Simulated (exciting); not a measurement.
Set up this calculation in exciting (release sodium), as the native input.

- Task: single point
- Functional: PBEsol
- Potentials or basis: all-electron LAPW+lo, shipped species files, valence relativity zora
- rgkmax: 5
- k mesh: 10 × 10 × 10
- Occupations: fermi-dirac, width 0.05 eV
- Spin: no spin polarisation
- gmaxvr (cutoff of density and potential): 14 1/bohr
- lmaxapw (and lmaxmat): 10
- lmaxvr: 8
- nempty: 12
- Valence relativity: zora
- epsengy: 1e-05 Ha
- epspot: 1e-05 Ha
- maxscl: 60
- Muffin-tin radii: Mg 2.0, H 1.1 bohr

MgH2:

```
CELL_PARAMETERS angstrom
0.00000 2.38107 2.38107
2.38107 0.00000 2.38107
2.38107 2.38107 0.00000
ATOMIC_POSITIONS crystal
Mg 0.00000 0.00000 0.00000
H 0.25000 0.25000 0.25000
H 0.75000 0.75000 0.75000
```

Measurements of this composition are mostly on another form, of space group No. 136.

One way to write it, as run:

input.xml

```xml
<input>
  <title>MgH2</title>
  <structure speciespath="./" tshift="false">
    <crystal scale="1">
      <basevect>0.000000000000 4.499564829402 4.499564829402</basevect>
      <basevect>4.499564829402 0.000000000000 4.499564829402</basevect>
      <basevect>4.499564829402 4.499564829402 0.000000000000</basevect>
    </crystal>
    <species speciesfile="Mg.xml" rmt="2">
      <atom coord="0.000000000000 0.000000000000 0.000000000000"/>
    </species>
    <species speciesfile="H.xml" rmt="1.1">
      <atom coord="0.250000000000 0.250000000000 0.250000000000"/>
      <atom coord="0.750000000000 0.750000000000 0.750000000000"/>
    </species>
  </structure>
  <groundstate do="fromscratch" ngridk="10 10 10" rgkmax="5" gmaxvr="14" lmaxapw="10" lmaxmat="10" lmaxvr="8" xctype="GGA_PBE_SOL" stype="Fermi Dirac" swidth="0.00183747" nempty="12" ValenceRelativity="zora" epsengy="1e-05" epspot="1e-05" maxscl="60" tforce="true" outputlevel="normal"/>
  <properties>
    <chargedensityplot>
      <plot3d>
        <box grid="17 17 17">
          <origin coord="0 0 0"/>
          <point coord="1 0 0"/>
          <point coord="0 1 0"/>
          <point coord="0 0 1"/>
        </box>
      </plot3d>
    </chargedensityplot>
    <elfplot>
      <plot3d>
        <box grid="17 17 17">
          <origin coord="0 0 0"/>
          <point coord="1 0 0"/>
          <point coord="0 1 0"/>
          <point coord="0 0 1"/>
        </box>
      </plot3d>
    </elfplot>
    <exccplot>
      <plot3d>
        <box grid="17 17 17">
          <origin coord="0 0 0"/>
          <point coord="1 0 0"/>
          <point coord="0 1 0"/>
          <point coord="0 0 1"/>
        </box>
      </plot3d>
    </exccplot>
  </properties>
</input>
```

Potentials or basis: all-electron LAPW+lo, shipped species files, valence relativity zora.

Command:

```sh
$ OMP_NUM_THREADS=1 exciting_smp
```

Results of the run:

```json
{
 "Band gap on the k mesh": "none (metal or under the smearing width)",
 "All electrons inside the program's atomic spheres": "Mg 10.28; H 0.54 (radii Mg 2.0, H 1.1 bohr)"
}
```

Caveat: the log's total energy holds no entropy term; the free energy is that total less TS from the occupations.

It took 100 s on 1 thread of Arm Neoverse V1 (shared host), peak memory 0.15 GiB.
